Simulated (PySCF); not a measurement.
# AlIn (triplet): spin, charge, geometry and surroundings

Aim: change spin, charge, geometry, field or solvent of AlIn (triplet), one at a time, and compare with the base run.

Method: method and basis as typed in the scripts; program: PySCF 2.14.0.

8 further runs of the same task are left out: 8 that didn't finish.

**1. The starting structure**

AlIn (triplet): 2 atoms, charge 0, spin multiplicity 3.

Bond lengths: Al1–In2 2.585 Å.

**2. The run that the others are compared with**

input.py reads:

```python
from pyscf import gto, scf
from pyscf.hessian import thermo

mol = gto.M(
    atom='Al 0 0 0; In 0 0 2.585',
    basis='lanl2dz',
    ecp={'Al': 'lanl2dz', 'In': 'lanl2dz'},
    charge=0,
    spin=2,
    symmetry=True,
    verbose=4,
)
mf = scf.UHF(mol)
mf.kernel()
hess = mf.Hessian().kernel()
print('wavenumber (cm^-1) =', thermo.harmonic_analysis(mol, hess)['freq_wavenumber'].round(1))
mf.dip_moment()
print('orbital energies (hartree):', [e[max(0, n-3):n+3].round(4) for e, n in zip(mf.mo_energy, mol.nelec)])
```

The run is started by

```sh
> OMP_NUM_THREADS=1 python input.py
```

Its log is not repeated here.

Base result: E(SCF) = -3.652978 Eh, ⟨S²⟩ = 2.082, μ = 0.81 D, wavenumbers 349 cm⁻¹.

The bond length is a typed value, not an optimised one, so the wavenumber is not that of the minimum. The triplet is typed in the script; nothing here shows that it is the ground state.

**3. Bond 10 Å**

Run 1 changes bond length: 2.585 Å → 10 Å.

input.py reads:

```python
from pyscf import gto, scf
from pyscf.hessian import thermo

mol = gto.M(
    atom='Al 0 0 0; In 0 0 10',
    basis='lanl2dz',
    ecp={'Al': 'lanl2dz', 'In': 'lanl2dz'},
    charge=0,
    spin=2,
    symmetry=True,
    verbose=4,
)
mf = scf.UHF(mol)
mf.kernel()
hess = mf.Hessian().kernel()
print('wavenumber (cm^-1) =', thermo.harmonic_analysis(mol, hess)['freq_wavenumber'].round(1))
mf.dip_moment()
print('orbital energies (hartree):', [e[max(0, n-3):n+3].round(4) for e, n in zip(mf.mo_energy, mol.nelec)])
```

The run is started by

```sh
> OMP_NUM_THREADS=1 python input.py
```

**4. Lengths in bohr**

Run 2 changes length unit: angstrom → bohr; bond length: 2.585 Å → 2.585 bohr.

Changes to input.py since step 2:

```diff
@@ -9,2 +9,3 @@
     spin=2,
+    unit='bohr',
     symmetry=True,
```

**5. Bond 2.275 Å**

Run 3 changes bond length: 2.585 Å → 2.275 Å.

Changes to input.py since step 2:

```diff
@@ -4,3 +4,3 @@
 mol = gto.M(
-    atom='Al 0 0 0; In 0 0 2.585',
+    atom='Al 0 0 0; In 0 0 2.275',
     basis='lanl2dz',
```

**6. Bond 2.404 Å**

Run 4 changes bond length: 2.585 Å → 2.404 Å.

Changes to input.py since step 2:

```diff
@@ -4,3 +4,3 @@
 mol = gto.M(
-    atom='Al 0 0 0; In 0 0 2.585',
+    atom='Al 0 0 0; In 0 0 2.404',
     basis='lanl2dz',
```

**7. Bond 2.068 Å**

Run 5 changes bond length: 2.585 Å → 2.068 Å.

Changes to input.py since step 2:

```diff
@@ -4,3 +4,3 @@
 mol = gto.M(
-    atom='Al 0 0 0; In 0 0 2.585',
+    atom='Al 0 0 0; In 0 0 2.068',
     basis='lanl2dz',
```

**8. Charge -1 (quartet)**

Run 6 changes charge: 0 → -1; spin (2S): 2 → 3.

Changes to input.py since step 2:

```diff
@@ -7,4 +7,4 @@
     ecp={'Al': 'lanl2dz', 'In': 'lanl2dz'},
-    charge=0,
-    spin=2,
+    charge=-1,
+    spin=3,
     symmetry=True,
```

Before running it: what results should come out? Wanted: for each run, E(SCF); from base; gap, α spin; SCF dipole; after the SCF.

The runs gave:

```
                          run  E(SCF) (hartree)  from base (eV)  cycles  gap, α spin (eV)  SCF dipole (D)           after the SCF
                         base         -3.652978               0      18              5.58            0.81   highest mode 349 cm⁻¹
      bond 10 Å (poor choice)         -3.568472         +2.2995      43              1.41            1.97                     n/a
lengths in bohr (poor choice)         -2.914883  not comparable      15              9.03            0.24  highest mode 1110 cm⁻¹
                 bond 2.275 Å         -3.626265         +0.7269      13              6.24            0.79   highest mode 444 cm⁻¹
                 bond 2.404 Å         -3.641961         +0.2998      14              5.92            0.84   highest mode 370 cm⁻¹
                 bond 2.068 Å         -3.578913         +2.0154      13              6.88            0.71   highest mode 587 cm⁻¹
          charge -1 (quartet)         -3.690523         -1.0216      12              6.37             n/a   highest mode 310 cm⁻¹
```

What this shows: The largest comparable shift of the SCF energy, +2.300 eV, comes with the run “bond 10 Å”. At the SCF level, adding an electron (to the quartet) releases 1.02 eV at fixed geometry. With bond 10 Å the frontier gap moves by over 1.5 eV, which can mean another electronic state rather than the bond length alone. Rows marked «poor choice» come from settings spoiled on purpose.
